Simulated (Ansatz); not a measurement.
**CH₃Ag (SMILES [CH3][Ag]): one structure at several levels**

One table from this session's results is given with a row withheld; the runs are named, their logs left out.

Computed with Ansatz 0.2.0, Gaussian basis. Level: single points in def2-TZVPP.

Cores are frozen in the correlated methods. Filled d shells of the heavier atoms are correlated. Core potentials replace the inner electrons past krypton, and spin-orbit coupling is left out. B3LYP uses VWN-RPA correlation.

**The system as given**

SMILES `[CH3][Ag]`, 5 atoms, charge 0, spin multiplicity 1.

Atoms are counted from 1 here; the program's logs count them from 0.

Bond lengths: C1–Ag2 2.347 Å, C1–H3 1.076 Å, C1–H4 1.098 Å, C1–H5 1.247 Å. Angles: Ag2–C1–H3 110.6°, Ag2–C1–H4 106.1°, Ag2–C1–H5 112.4°, H3–C1–H4 107.2°, H3–C1–H5 105.3°, H4–C1–H5 115.2°.

As a file:

```
atom    x (Å)    y (Å)    z (Å)
  C1  -0.2899   0.0129  -0.0792
 Ag2   1.7737  -0.7635   0.7257
  H3  -1.0688  -0.1653   0.6416
  H4  -0.5207  -0.5956  -0.9641
  H5  -0.2928   1.2454  -0.2673
```

Set-up of the first run:

The input, run/in.yaml:

```yaml
crystal:
  periodic: [false, false, false]
  atoms:
    - {symbol: C, position_ang: [-0.289900, 0.012900, -0.079200]}
    - {symbol: Ag, position_ang: [1.773700, -0.763500, 0.725700]}
    - {symbol: H, position_ang: [-1.068800, -0.165300, 0.641600]}
    - {symbol: H, position_ang: [-0.520700, -0.595600, -0.964100]}
    - {symbol: H, position_ang: [-0.292800, 1.245400, -0.267300]}
basis:
  gaussian: {orbitals: def2-TZVPP}
correlation: {method: ccsd_t}
output: {forces: true}
```

The command line of these runs was not kept.

Steps of the session up to this table: CCSD(T)/def2-TZVPP; PBE0-D4/def2-TZVPP; wB97M-V/def2-TZVPP; r2SCAN-D4/def2-TZVPP; PBE-D4/def2-TZVPP; SPW92/def2-TZVPP; B3LYP-D4/def2-TZVPP.

One table of the session follows, with a row left open; its other results are not shown here.

| method | RMS force component (eV/Å) | angle to CCSD(T) forces (°) | dipole (D) |
| --- | --- | --- | --- |
| CCSD(T) | 1.235 | reference | 2.45 |
| PBE0-D4 | 1.257 | 0.4 | 2.37 |
| wB97M-V | 1.255 | 3.1 | 3.00 |
| r2SCAN-D4 | 1.255 | 1.5 | 1.97 |
| PBE-D4 | 1.206 | 4.7 | 1.64 |
| SPW92 | 1.277 | 9.2 | 1.40 |
| B3LYP-D4 | ? | ? | ? |

**Question.** Estimate the row for B3LYP-D4.

The run gave: RMS force component (eV/Å): 1.215; angle to CCSD(T) forces (°): 4.4; dipole (D): 2.02. In the column «RMS force component (eV/Å)» it lies between PBE-D4 (1.206) and CCSD(T) (1.235).
